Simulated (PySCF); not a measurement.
**What single edits do to a PySCF run on HBr⁺**

Aim: run a base script for HBr⁺, then edit it and compare.

The runs use PySCF 2.14.0; each script names its method and basis.

3 further runs of the same task are left out: 3 that didn't finish.

## 1. The system as given

HBr⁺: 2 atoms, charge 1, spin multiplicity 2.

Bond lengths: H1–Br2 1.535 Å.

## 2. The run that the others are compared with

Input file input.py:

```python
from pyscf import gto, dft

mol = gto.M(
    atom='H 0 0 0; Br 0 0 1.535',
    basis='cc-pvtz-dk',
    charge=1,
    spin=1,
    verbose=4,
)
mf = dft.UKS(mol, xc='o3lyp')
mf = mf.sfx2c1e()
mf.kernel()
mf.analyze()
print('orbital energies (hartree):', [e[max(0, n-3):n+3].round(4) for e, n in zip(mf.mo_energy, mol.nelec)])
```

On the command line:

```console
$ OMP_NUM_THREADS=1 python input.py
```

The log of this run is left out.

It gives: E(SCF) = -2606.974922 Eh, 10 cycles, ⟨S²⟩ = 0.754.

The bond length is a typed value, not an optimised one. The dipole of an ion depends on the origin.

## 3. Smearing width 0.001 hartree

Variant 1 changes smearing width: none → 0.001 hartree.

Input file input.py:

```python
from pyscf import gto, dft, scf

mol = gto.M(
    atom='H 0 0 0; Br 0 0 1.535',
    basis='cc-pvtz-dk',
    charge=1,
    spin=1,
    verbose=4,
)
mf = dft.UKS(mol, xc='o3lyp')
mf = mf.sfx2c1e()
mf = scf.addons.smearing_(mf, sigma=0.001, method='fermi')
mf.kernel()
mf.analyze()
print('orbital energies (hartree):', [e[max(0, n-3):n+3].round(4) for e, n in zip(mf.mo_energy, mol.nelec)])
```

On the command line:

```console
$ OMP_NUM_THREADS=1 python input.py
```

**Question.** What will these runs give? Wanted: for each run, E(SCF); from base; gap, α spin.

The runs gave:

| run | E(SCF) (hartree) | from base (eV) | cycles | gap, α spin (eV) |
| --- | --- | --- | --- | --- |
| base | -2606.974922 | 0 | 10 | 7.76 |
| smearing width 0.001 hartree | -2606.943085 | not comparable | 8 | n/a |

Distance from each run's final energy (log10 hartree) by cycle:

| run | cycle 1 | cycle 2 | cycle 3 | cycle 5 | cycle 8 | cycle 12 |
| --- | --- | --- | --- | --- | --- | --- |
| base | -1.6 | -2.2 | -4.1 | -5.3 | -8.8 | done |
| smearing width 0.001 hartree | -1.7 | -2.2 | -4.2 | -6.0 | -8.8 | done |

In words: Total energies from different bases, Hamiltonians or methods carry different errors, so properties are taken as differences within one set-up.
